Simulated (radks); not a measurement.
**Fractional charge and spin in the 6s shell of promethium**

An exercise on one series of results from a longer session: the logs are not shown, and one member is left open.

Program: radks (a radial shooting solver on a logarithmic mesh, Libxc functionals) version 1. Level of theory: scalar-relativistic Kohn-Sham, PBE, spin-polarised, spherical densities, point nucleus. These are calculated values, not measurements, unless marked.

## The atom as given

- element: promethium (Z = 61)
- configuration: [Xe] 4f(up 2.5, down 2.5) 6s(up 1, down 1)

A shell typed twice in an input gives spin up, then spin down.

The first run:

The run's settings:

```text
Z 61
configuration [Xe] 4f2.5 4f2.5 6s1 6s1
relativity scalar-relativistic
functional pbe,pbe
spin polarised
nucleus point
c 137.035999084
```

Among the steps run: 6s: up 1, down 1.

One table of the session follows, with a row left open; its other results are not shown here.

It belongs to the step «6s: up 1, down 1». From the orbitals of this run (lengths in bohr):

```
level     <r>  outermost maximum (interpolated)  90 % within  nodes
   3d  0.2362                             0.192        0.369      0
   4s  0.5929                             0.552        0.851      3
   4p  0.6278                             0.576        0.913      2
   4d  0.6882                             0.602         1.03      1
   5s   1.440                              1.29         2.08      4
   5p       ?                                 ?            ?      ?
   6s   4.377                              3.74         6.46      5
   4f   1.069                             0.637         1.90      0
```

**Question.** Estimate the row for 5p.

The run gave: <r>: 1.694; outermost maximum (interpolated): 1.46; 90 % within: 2.49; nodes: 3. In the column «<r>» it lies between 5s (1.440) and 6s (4.377).
